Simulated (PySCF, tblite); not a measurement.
# C₅H₁₄SSi: geometry, infrared bands and NMR shifts

Aim: predict the infrared bands and NMR shifts of C₅H₁₄SSi (`CC(C)(C)CS[SiH3]`).

Computed with tblite 0.8.0 and PySCF 2.14.0, with density-fitted response routines of our own, on a single molecule in the gas phase. Atoms count from 0, in the outputs and in this text.

### 1 The molecule as given

21 atoms, charge 0, multiplicity 1; geometry from: force field or distance geometry start.

Bonds of the start (Å): C0–C1 1.53, C1–C2 1.55, C1–C3 1.54, C1–C4 1.56, C4–S5 1.83, S5–Si6 2.15, C0–H7 1.10, C0–H8 1.09, C0–H9 1.11, C2–H10 1.09, C2–H11 1.09, C2–H12 1.11, C3–H13 1.11, C3–H14 1.10, C3–H15 1.08, C4–H16 1.10, C4–H17 1.10, Si6–H18 1.48, Si6–H19 1.49, Si6–H20 1.48.

### 2 Optimising the geometry with GFN2-xTB

What the job is given:

```
{"job": {"kind": "relax", "xc": "GFN2-xTB", "basis": "xTB"}, "charge": 0, "multiplicity": 1}
C     -1.350600     1.347600    -0.462800
C     -0.936200    -0.049100    -0.007800
C     -1.820500    -0.468600     1.189800
C     -1.154500    -1.051000    -1.151300
C      0.539300    -0.069100     0.502400
S      1.781600     0.391600    -0.758100
Si     3.638200     0.249300     0.316700
H     -1.176100     2.100200     0.326100
H     -0.812500     1.666200    -1.357100
H     -2.431800     1.373400    -0.702000
H     -1.577900    -1.469900     1.545000
H     -1.723500     0.226900     2.028300
H     -2.892600    -0.472800     0.909700
H     -0.823300    -2.064700    -0.856300
H     -2.218100    -1.110700    -1.409200
H     -0.611600    -0.774200    -2.036900
H      0.644800     0.625800     1.344800
H      0.786900    -1.076100     0.863000
H      4.761200     0.600000    -0.575300
H      3.589300     1.180100     1.479700
H      3.779100    -1.138100     0.821400
```

The run is started by

```
$ OMP_NUM_THREADS=1 python probes_run.py task.json out
```

One launch serves the whole session: the jobs run in the order shown.

**Question.** This job is followed by: GFN2-xTB harmonic vibrations, gas phase; GIAO PBE0/pcSseg-1 NMR shielding, non-relativistic, gas phase. What will the session give for the following? strongest single infrared mode (GFN2-xTB); zero-point energy (GFN2-xTB); 13C shifts against TMS (PBE0/pcSseg-1, means over atoms taken as alike); 1H shifts against TMS (PBE0/pcSseg-1, means over atoms taken as alike); 33S shifts against CS2 (PBE0/pcSseg-1); 29Si shifts against TMS (PBE0/pcSseg-1).

As calculated:

| quantity | value |
| --- | --- |
| strongest single infrared mode (GFN2-xTB) | 775 cm⁻¹, 389 km/mol |
| zero-point energy (GFN2-xTB) | 109.3 kcal/mol |
| 13C shifts against TMS (PBE0/pcSseg-1, means over atoms taken as alike) | 49.6, 34.1, 30.5 ppm |
| 1H shifts against TMS (PBE0/pcSseg-1, means over atoms taken as alike) | 4.57, 2.33, 1.11 ppm |
| 33S shifts against CS2 (PBE0/pcSseg-1) | -211 ppm |
| 29Si shifts against TMS (PBE0/pcSseg-1) | -54.2 ppm |

What this shows: The optimisation took 53 steps and gained 0.129 eV; among the close pairs (by a distance rule), C1–C4 changed most, from 1.561 to 1.531 Å. No mode is imaginary among the 57: a minimum at this level. The strongest single mode, at 775 cm⁻¹, moves mainly H18, H19 and H20. GFN2-xTB is a fitted tight-binding method: band positions and strengths are rough. Its intensities can rank the bands wrongly. At PBE0/pcSseg-1: The widest tensor belongs to S5: span 299 ppm, with a paramagnetic part of -345 ppm.
